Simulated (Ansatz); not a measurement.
**CaIn2Au: a short molecular-dynamics run**

Aim: set CaIn2Au (a randomly packed cell, 16 atoms, not relaxed) in motion for 40 steps of 1 fs at constant energy, with velocities drawn for 2000 K, and see how temperature, energy and positions respond.

All numbers below are computed with Ansatz 0.2.0 (DFT PBE, plane waves, PAW, scalar-relativistic, no spin polarisation).

### 1 The structure to begin with

The cell holds 16 atoms (Au4Ca4In8): a = 7.120 Å, b = 6.918 Å, c = 7.759 Å, α = 95.39°, β = 89.52°, γ = 90.14°.

Coordinates:

```cif
data_structure
_symmetry_space_group_name_H-M 'P 1'
_symmetry_Int_Tables_number 1
_cell_length_a 7.1204
_cell_length_b 6.9181
_cell_length_c 7.7594
_cell_angle_alpha 95.393
_cell_angle_beta 89.522
_cell_angle_gamma 90.136
_cell_volume 380.52
loop_
_atom_site_label
_atom_site_type_symbol
_atom_site_fract_x
_atom_site_fract_y
_atom_site_fract_z
_atom_site_occupancy
In1 In 0.32674 0.14868 0.28160 1
In2 In 0.59350 0.85616 0.32260 1
In3 In 0.68195 0.45127 0.89174 1
In4 In 0.82319 0.81561 0.81933 1
In5 In 0.31475 0.47102 0.56822 1
In6 In 0.23022 0.85136 0.49103 1
In7 In 0.03774 0.14473 0.75364 1
In8 In 0.28699 0.42747 0.90935 1
Au1 Au 0.61578 0.07494 0.04085 1
Au2 Au 0.25470 0.83837 0.84682 1
Au3 Au 0.37027 0.54164 0.23860 1
Au4 Au 0.90281 0.07196 0.42498 1
Ca1 Ca 0.53304 0.11622 0.65335 1
Ca2 Ca 0.02226 0.75938 0.15471 1
Ca3 Ca 0.72039 0.47227 0.44871 1
Ca4 Ca 0.97108 0.29344 0.12450 1
```

### 2 Molecular dynamics

Input file input.yaml:

```yaml
crystal:
  lattice:
    - [7.115117, 0.015145, -0.273024]
    - [-0.067671, 6.851386, -0.956011]
    - [0.361191, 0.347691, 7.743141]
  atoms:
    - { symbol: In, position: [0.326736, 0.148677, 0.281602] }
    - { symbol: In, position: [0.593504, 0.856156, 0.322597] }
    - { symbol: In, position: [0.681948, 0.451266, 0.891737] }
    - { symbol: In, position: [0.823187, 0.815606, 0.819332] }
    - { symbol: In, position: [0.314751, 0.471016, 0.568219] }
    - { symbol: In, position: [0.230223, 0.851363, 0.491033] }
    - { symbol: In, position: [0.037742, 0.144727, 0.753642] }
    - { symbol: In, position: [0.286987, 0.427475, 0.909352] }
    - { symbol: Au, position: [0.615777, 0.074935, 0.040849] }
    - { symbol: Au, position: [0.254701, 0.838371, 0.846824] }
    - { symbol: Au, position: [0.370274, 0.541641, 0.2386] }
    - { symbol: Au, position: [0.902808, 0.071961, 0.424981] }
    - { symbol: Ca, position: [0.533039, 0.116225, 0.653353] }
    - { symbol: Ca, position: [0.022255, 0.759382, 0.154714] }
    - { symbol: Ca, position: [0.720389, 0.472272, 0.448711] }
    - { symbol: Ca, position: [0.971083, 0.293444, 0.1245] }
kpoints:
  mp_grid: { grid: [2, 2, 2] }
magnetization:
  spin_polarized: false
scf:
  occupations: { method: fermi_dirac, width: 0.1 }
hamiltonian:
  pseudopotentials: { kind: paw }
  xc: pbe
basis:
  ecutwfc: 420
md:
  timestep: 1.0
  n_steps: 40
  ensemble: nve
  temperature: 2000.0
  initial_velocities: maxwell_boltzmann
  seed: 597836
```

The run is started by

```sh
> ansatz run input.yaml --threads 2 --pin off --max-ram 2560MiB --backend cpu --events-out ev --progress --plain --runs-dir out
```

Standard output, shortened:

```text
Warning: md: disabling space-group detection — thermal motion breaks the input geometry's symmetry, so no spatial operation reduces the k-mesh or symmetrises the density; time reversal is kept, so that k and −k are solved as one point where they differ and the mesh holds both, and exact [...]
Warning: RAYON_NUM_THREADS=2 ignored (pool sized by the plan → 2); use --threads N
[...]
Pseudopotentials: kind: paw
Pseudopotential: In, paw, valence charge 13, recommended cutoff 420 eV (normal), In.paw.azcp
Pseudopotential: Au, paw, valence charge 19, recommended cutoff 420 eV (normal), Au.paw.azcp
Pseudopotential: Ca, paw, valence charge 10, recommended cutoff 420 eV (normal), Ca.paw.azcp
Functional definition: PBE
[...]
Crystal: 16 atoms, lattice volume = 380.516 Å³
Basis set: ecut = 420 eV, 7437 PW (Γ), exchange–correlation on 96×96×108 points (8 copies of the dense FFT grid, shifted against one another)
Bands: 132, of which v1, the nominal top of the filled ones, is band 110 counted from 1 (109 counted from 0)
Symmetry: 1 space group operations
k-points: 8
[...]
SCF iter   1: F=—  HF=-104648.459574 eV  |F-HF|=—  |Δ(HF+E_count)|=         —  Δρ=2.87e-3  dr2=6.76e-2  ethr=1.77e-3  ⟨swp⟩=8.9  Hψ=4567  notcnv=0  defer=14
[...]
md step     0: t =     0.00 fs  T =  2000.0 K  F+E_penalty+E_count = -104648.45254429 eV  E_kin = 3.877800 eV  conserved = -104644.57474432 eV  (10 SCF iters)
[...]
md step     1: t =     1.00 fs  T =  1994.8 K  F+E_penalty+E_count = -104648.44245025 eV  E_kin = 3.867713 eV  conserved = -104644.57473697 eV  (8 SCF iters)
[...]
SCF iter   1: F=—  HF=-104648.430211 eV  |F-HF|=—  |Δ(HF+E_count)|=         —  Δρ=9.38e-4  dr2=9.24e-3  ethr=4.26e-6  ⟨swp⟩=2.0  Hψ=5647  notcnv=0
[...]
```

### 3 The log goes on

Output, continued, shortened:

```text
SCF iter   2: F=—  HF=-104648.428748 eV  |F-HF|=—  |Δ(HF+E_count)|=   1.46e-3  Δρ=5.18e-4  dr2=3.64e-3  ethr=4.20e-6  ⟨swp⟩=2.0  Hψ=1080  notcnv=0
[...]
md step     2: t =     2.00 fs  T =  1987.5 K  F+E_penalty+E_count = -104648.42837494 eV  E_kin = 3.853646 eV  conserved = -104644.57472890 eV  (8 SCF iters)
[...]
md step    11: t =    11.00 fs  T =  1842.5 K  F+E_penalty+E_count = -104648.14705770 eV  E_kin = 3.572437 eV  conserved = -104644.57462092 eV  (3 SCF iters)
[...]
md step    20: t =    20.00 fs  T =  1607.0 K  F+E_penalty+E_count = -104647.69037507 eV  E_kin = 3.115883 eV  conserved = -104644.57449158 eV  (8 SCF iters)
[...]
md step    29: t =    29.00 fs  T =  1366.1 K  F+E_penalty+E_count = -104647.22312691 eV  E_kin = 2.648743 eV  conserved = -104644.57438351 eV  (3 SCF iters)
[...]
SCF converged after 8 iterations
Free energy (F): -104646.845167 eV
[...]
E sigma→0 (E₀):  -104646.722292 eV
Entropy (-TS):   -0.245750 eV (-15.359 meV/atom)
Fermi energy:    11.873317 eV
[...]
--- Forces (eV/Å), atoms counted from 1 ---
  atom   1  In     0.45275636    -0.88719895    -0.77226051
  atom   2  In    -1.89719373     0.80808603    -0.28221002
  atom   3  In    -0.13335258    -0.21903632    -0.06545162
  atom   4  In     0.17665420    -0.94608690    -1.32005651
  atom   5  In    -0.55263193     0.98085641    -0.80117115
  atom   6  In     0.48435595    -1.76469463     0.66084475
  atom   7  In    -0.21196612     0.77635564    -0.30085804
  atom   8  In     0.15764745     0.37545288    -0.06022334
[...]
--- MD trajectory: 40 steps, t = 0.0 → 40.0 fs ---
  final state: T = 1171.2 K   F+E_penalty+E_count = -104646.84516683 eV   E_kin = 2.270860 eV
  conserved energy: peak-to-peak 4.374e-4 eV (2.734e-5 eV/atom) over 40.0 fs
```

Wall time 9 min (2 threads of Arm Neoverse N1, shared host); peak memory 1.2 GiB.

### 4 Frames and traces

One step in 3; energies are changes from step 0; msd is the mean square displacement from the start, the centre of mass held:

```
time (fs)  T (K)  potential energy change (meV/atom)  total energy change (meV/atom)  msd Ca (Å²)  msd In (Å²)  msd Au (Å²)
      0.0   2000                                 0.0                            0.00        0.000        0.000        0.000
      3.0   1978                                 2.6                            0.00        0.002        0.000        0.000
      6.0   1939                                 7.4                            0.00        0.007        0.001        0.000
      9.0   1885                                13.9                            0.01        0.015        0.003        0.001
     12.0   1819                                21.9                            0.01        0.025        0.006        0.002
     15.0   1744                                31.0                            0.01        0.038        0.009        0.002
     18.0   1663                                40.9                            0.01        0.052        0.012        0.003
     21.0   1579                                51.0                            0.02        0.068        0.017        0.005
     24.0   1496                                61.1                            0.02        0.084        0.022        0.006
     27.0   1416                                70.8                            0.02        0.100        0.027        0.008
     30.0   1342                                79.7                            0.02        0.117        0.033        0.009
     33.0   1278                                87.6                            0.02        0.132        0.039        0.011
     36.0   1224                                94.1                            0.03        0.147        0.045        0.013
     39.0   1182                                99.1                            0.03        0.160        0.052        0.016
     40.0   1171                               100.5                            0.03        0.164        0.054        0.016
```

time (fs), T (K) and a bar:
```
      0.0       2000 ##############################
      2.0       1988 ##############################
      3.0       1978 #############################
      5.0       1954 ############################
      7.0       1923 ###########################
      9.0       1885 ##########################
     10.0       1865 #########################
     12.0       1819 #######################
     14.0       1770 ######################
     16.0       1717 ####################
     17.0       1690 ###################
     19.0       1635 #################
     21.0       1579 ###############
     23.0       1523 #############
     24.0       1496 ############
     26.0       1442 ##########
     28.0       1391 ########
     30.0       1342 ######
     31.0       1320 #####
     33.0       1278 ####
     35.0       1240 ###
     37.0       1208 #
     38.0       1194 #
     40.0       1171
```

Pair distribution over the second half of the run:

```
r (Å)  g In–In  g In–Au  g In–Ca
 0.68     0.00     0.00     0.00
 0.84     0.00     0.00     0.00
 1.00     0.00     0.00     0.00
 1.16     0.00     0.00     0.00
 1.32     0.00     0.00     0.00
 1.48     0.00     0.00     0.00
 1.64     0.00     0.00     0.00
 1.80     0.00     0.00     0.00
 1.96     0.00     0.00     0.00
 2.12     0.00     0.00     0.00
 2.28     0.00     0.00     0.00
 2.44     0.00     0.00     0.00
 2.60     0.47     2.85     0.00
 2.76     4.15     5.12     1.17
 2.92     2.43     2.66     3.98
 3.08     1.61     1.20     2.93
 3.24     0.95     1.41     1.70
 3.40     0.03     0.48     0.26
```

First peaks of g(r) (not always the tallest), and, where a minimum follows, the mean number of second-named atoms round a first-named one up to the next minimum:

```
 pair  peak (Å)  height  minimum (Å)  neighbours
In–In      2.76     4.1            -           -
In–Au      2.76     5.1            -           -
In–Ca      2.92     4.0            -           -
```

### 5 Snapshots as a file

Positions (Å) and forces (eV/Å):

```xyz
16
Lattice="7.115 0.015 -0.273 -0.068 6.851 -0.956 0.361 0.348 7.743" Properties=species:S:1:pos:R:3:forces:R:3 pbc="T T T" time_fs=7.0 T=1923 dE=0.1495
In    2.404    1.140    1.956   -0.221   -0.015   -0.732
In    4.339    5.950    1.522    0.481   -0.048   -0.778
In    5.142    3.443    6.294    0.205    0.275    0.165
In    6.090    5.926    5.385   -0.322   -0.562   -0.805
In    2.374    3.386    3.867   -0.837    0.364   -0.234
In    1.758    6.030    2.906   -0.652   -0.949    0.775
In    0.540    1.233    5.678   -0.216    0.691   -0.829
In    2.337    3.265    6.542    0.053    0.659    0.416
Au    4.392    0.560    0.074   -0.112    0.215   -0.022
Au    2.063    6.030    5.694    0.187   -0.258    0.256
Au    2.702    3.795    1.207   -0.355    0.071   -0.515
Au    6.579    0.634    2.979    0.129    0.648    0.071
Ca    3.937    0.997    4.909    0.972   -0.263    0.649
Ca    0.121    5.250    0.488    0.084    0.592   -0.208
Ca    5.214    3.397    2.776    0.900   -0.206    0.711
Ca    6.957    2.108    0.331   -0.294   -1.214    1.080
16
Lattice="7.115 0.015 -0.273 -0.068 6.851 -0.956 0.361 0.348 7.743" Properties=species:S:1:pos:R:3:forces:R:3 pbc="T T T" time_fs=13.0 T=1795 dE=0.3975
In    2.393    1.157    1.959   -0.049   -0.208   -0.762
In    4.391    5.917    1.523   -0.012    0.335   -0.742
In    5.142    3.471    6.300    0.073    0.191    0.068
In    6.082    5.959    5.421   -0.285   -0.670   -0.916
In    2.339    3.349    3.869   -0.812    0.562   -0.469
In    1.757    6.046    2.891   -0.480   -1.263    0.744
In    0.546    1.218    5.668   -0.226    0.703   -0.868
In    2.333    3.280    6.532    0.179    0.739    0.353
Au    4.392    0.580    0.072   -0.153    0.304    0.313
Au    2.066    6.018    5.701    0.081   -0.310    0.288
Au    2.718    3.792    1.188   -0.449    0.187   -0.368
Au    6.585    0.618    2.982    0.086    0.854   -0.022
Ca    3.874    0.965    5.006    1.171   -0.088    0.261
Ca    0.085    5.249    0.505    0.332    0.565   -0.235
Ca    5.187    3.390    2.740    0.943   -0.550    0.922
Ca    6.973    2.130    0.266   -0.397   -1.350    1.432
16
Lattice="7.115 0.015 -0.273 -0.068 6.851 -0.956 0.361 0.348 7.743" Properties=species:S:1:pos:R:3:forces:R:3 pbc="T T T" time_fs=20.0 T=1607 dE=0.7622
In    2.380    1.175    1.959    0.117   -0.408   -0.789
In    4.450    5.881    1.522   -0.581    0.673   -0.676
In    5.142    3.504    6.307   -0.054    0.090   -0.013
In    6.072    5.995    5.459   -0.206   -0.779   -1.045
In    2.294    3.309    3.870   -0.753    0.729   -0.663
In    1.753    6.061    2.877   -0.249   -1.534    0.695
In    0.553    1.202    5.653   -0.238    0.711   -0.842
In    2.330    3.301    6.523    0.295    0.788    0.252
Au    4.392    0.605    0.070   -0.174    0.420    0.737
Au    2.068    6.004    5.709   -0.093   -0.381    0.349
Au    2.734    3.788    1.165   -0.522    0.323   -0.189
Au    6.593    0.601    2.986    0.045    1.065   -0.111
Ca    3.813    0.926    5.122    1.307    0.148   -0.251
Ca    0.047    5.255    0.522    0.650    0.451   -0.296
Ca    5.166    3.377    2.708    0.950   -0.881    1.135
Ca    6.987    2.141    0.205   -0.494   -1.416    1.706
16
Lattice="7.115 0.015 -0.273 -0.068 6.851 -0.956 0.361 0.348 7.743" Properties=species:S:1:pos:R:3:forces:R:3 pbc="T T T" time_fs=27.0 T=1416 dE=1.1327
In    2.367    1.191    1.957    0.251   -0.589   -0.803
In    4.508    5.847    1.518   -1.118    0.863   -0.572
In    5.142    3.537    6.314   -0.134   -0.014   -0.060
In    6.061    6.028    5.493   -0.091   -0.865   -1.164
In    2.246    3.272    3.869   -0.681    0.845   -0.772
In    1.748    6.069    2.866    0.008   -1.696    0.658
In    0.559    1.189    5.634   -0.243    0.723   -0.732
In    2.327    3.325    6.514    0.335    0.753    0.138
Au    4.391    0.630    0.069   -0.156    0.541    1.192
Au    2.071    5.990    5.719   -0.316   -0.446    0.419
Au    2.749    3.785    1.141   -0.537    0.450    0.005
Au    6.600    0.587    2.990    0.005    1.247   -0.188
Ca    3.767    0.889    5.235    1.339    0.398   -0.825
Ca    0.017    5.266    0.536    0.988    0.262   -0.393
Ca    5.156    3.353    2.690    0.893   -1.084    1.281
Ca    6.996    2.136    0.165   -0.543   -1.389    1.817
16
Lattice="7.115 0.015 -0.273 -0.068 6.851 -0.956 0.361 0.348 7.743" Properties=species:S:1:pos:R:3:forces:R:3 pbc="T T T" time_fs=33.0 T=1278 dE=1.4010
In    2.357    1.204    1.952    0.348   -0.733   -0.800
In    4.553    5.821    1.513   -1.525    0.899   -0.449
In    5.141    3.566    6.320   -0.157   -0.106   -0.074
In    6.051    6.054    5.518    0.029   -0.918   -1.250
In    2.203    3.242    3.864   -0.620    0.916   -0.808
In    1.744    6.070    2.859    0.235   -1.760    0.648
In    0.563    1.181    5.615   -0.237    0.743   -0.569
In    2.326    3.348    6.507    0.292    0.634    0.041
Au    4.391    0.653    0.072   -0.105    0.640    1.588
Au    2.072    5.976    5.728   -0.529   -0.469    0.461
Au    2.762    3.783    1.121   -0.499    0.544    0.185
Au    6.607    0.577    2.993   -0.032    1.371   -0.251
Ca    3.741    0.862    5.325    1.283    0.602   -1.340
Ca    0.001    5.277    0.544    1.268    0.061   -0.495
Ca    5.156    3.322    2.686    0.786   -1.124    1.336
Ca    6.999    2.119    0.148   -0.536   -1.301    1.777
16
Lattice="7.115 0.015 -0.273 -0.068 6.851 -0.956 0.361 0.348 7.743" Properties=species:S:1:pos:R:3:forces:R:3 pbc="T T T" time_fs=40.0 T=1171 dE=1.6074
In    2.347    1.215    1.943    0.453   -0.887   -0.772
In    4.601    5.794    1.505   -1.897    0.808   -0.282
In    5.139    3.599    6.327   -0.133   -0.219   -0.065
In    6.040    6.080    5.543    0.177   -0.946   -1.320
In    2.150    3.212    3.857   -0.553    0.981   -0.801
In    1.740    6.065    2.853    0.484   -1.765    0.661
In    0.567    1.174    5.592   -0.212    0.776   -0.301
In    2.326    3.377    6.499    0.158    0.375   -0.060
Au    4.390    0.681    0.078   -0.020    0.731    2.012
Au    2.073    5.959    5.739   -0.764   -0.407    0.455
Au    2.775    3.783    1.097   -0.403    0.625    0.411
Au    6.614    0.568    2.995   -0.079    1.453   -0.329
Ca    3.724    0.836    5.414    1.129    0.797   -1.901
Ca   -0.004    5.292    0.548    1.535   -0.184   -0.603
Ca    5.164    3.274    2.696    0.600   -1.007    1.315
Ca    6.996    2.084    0.146   -0.475   -1.130    1.582
```

### 6 What came out

```
                             quantity                             value
                               length                  40 steps of 1 fs
     temperature, first and last step                   2000 and 1171 K
             temperature, second half  mean 1360 K, from 1171 to 1607 K
        potential energy, second half       +78 meV/atom from the start
   largest change of the total energy                     0.03 meV/atom
mean square displacement, second half   Ca 0.115, In 0.033, Au 0.010 Å²
```

**Reading.** The temperature starts at 2000 K and averages 1360 K in the second half, where it still falls, from 1607 to 1171 K. The total energy strays from its start by at most 0.03 meV/atom, under 0.1 % of the mean kinetic energy, so a step of 1 fs is short enough over this time. Over the second half Ca atoms stand 0.3 Å (root mean square) from where they began, and the farthest move is 0.7 Å. 40 fs on 16 atoms is far too short and small for converged averages. The k-mesh is coarse.
